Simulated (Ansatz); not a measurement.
**Al3Cu: a line through a two-coordinate scan**

One line of a two-coordinate grid on Al₃Cu (Pm-3m, No. 221; 4 atoms in the cell): volume per atom is varied, at c/a of the conventional cell = 0.834.

Method: DFT LDA, scalar-relativistic, plane waves, PAW, in Ansatz 0.2.0.

17 further runs of the same task are left out: 17 set aside as unsound or not needed.

## (1) Starting point

The structure is cubic, space group Pm-3m (No. 221). Conventional cell: a = 3.855 Å, b = 3.855 Å, c = 3.855 Å, α = 90.00°, β = 90.00°, γ = 90.00°. Around Al (site symmetry 4/mmm) lie 8 Al at 2.73 Å and 4 Cu at 2.73 Å. Cu (site symmetry m-3m) is surrounded by 12 Al at 2.73 Å.

Structure file:

```
Al Cu
1.0
     3.85488    0.00000    0.00000
     0.00000    3.85488    0.00000
     0.00000    0.00000    3.85488
Al Cu
3 1
Cartesian
  0.0000 1.9274 1.9274
  1.9274 0.0000 1.9274
  1.9274 1.9274 0.0000
  0.0000 0.0000 0.0000
```

It goes back to an entry of the Materials Project, which need not be the stable form.

It is the result of an earlier relaxation at this level (volume 14.32 Å³/atom; gap on the mesh: none (metal)).

## (2) What is varied

The energy is mapped over volume and the cell's shape.

- volume per atom: 7 values from 13.175 to 15.467 Å³
- c/a of the conventional cell: 7 values from 0.834 to 1.200

Nothing else is relaxed (symmetry fixes all fractional coordinates). Energies count from the relaxed crystal. Points are written as (first, second).

## (3) The run at (13.175 Å³, 0.834)

The input, input.yaml:

```yaml
crystal:
  lattice:
    - [3.9836786959, 0.0, 0.0]
    - [0.0, 3.9836786959, 0.0]
    - [0.0, 0.0, 3.3207945609]
  atoms:
    - { symbol: Al, position: [0.0, 0.5, 0.5] }
    - { symbol: Al, position: [0.5, 0.0, 0.5] }
    - { symbol: Al, position: [0.5, 0.5, 0.0] }
    - { symbol: Cu, position: [0.0, 0.0, 0.0] }
basis:
  ecutwfc: 520.0
kpoints:
  mp_grid: { grid: [12, 12, 12] }
hamiltonian:
  xc: lda
  pseudopotentials: { kind: paw, azcp: { folder: soft_1 } }
scf:
  occupations: { method: gaussian, width: 0.15 }
output:
  forces: true
  stress: true
  eigenvalues: true
```

The run is started by

```bash
> ansatz run input.yaml --threads 2 --pin off --max-ram 4096MiB --backend cpu --events-out ev --progress --plain --runs-dir out
```

Further runs follow: the other points of the line.

Q: Predict the outcome of this session. Wanted: for each run, volume per atom; energy; slope; pressure.

The runs gave:

| volume per atom (Å³) | step | energy (meV/atom) | slope (meV/atom per Å³) | pressure (GPa) |
| --- | --- | --- | --- | --- |
| 13.175 | 3 | 118 | −68 | 10.9 |
| 13.557 | – | 97 | −44 | 7.0 |
| 13.939 | 4 | 84 | −23 | 3.6 |
| 14.321 | 5 | 79 | −4 | 0.7 |
| 14.703 | 6 | 81 | 11 | −1.8 |
| 15.085 | 7 | 88 | 25 | −4.0 |
| 15.467 | 8 | 100 | 37 | −5.9 |

Energies count from the relaxed crystal. Rows without a step come from runs not printed here or follow by symmetry. Slopes come from the forces (and the stress, where the cell changes), not from differences of energies.

What this shows: The lowest point of the line is at 14.321 Å³, 79 meV/atom from the zero. Energies and slopes round the minimum, fitted together, put the minimum at 14.4203 Å³, with a curvature of about 43 meV/atom per (Å³)². V·d²E/dV² there is about 98 GPa, a bulk modulus under this line's constraint. The highest point computed, at 13.175 Å³, lies 39 meV/atom above the lowest. This is one cut through a surface in two coordinates; the map's lowest point lies off it.
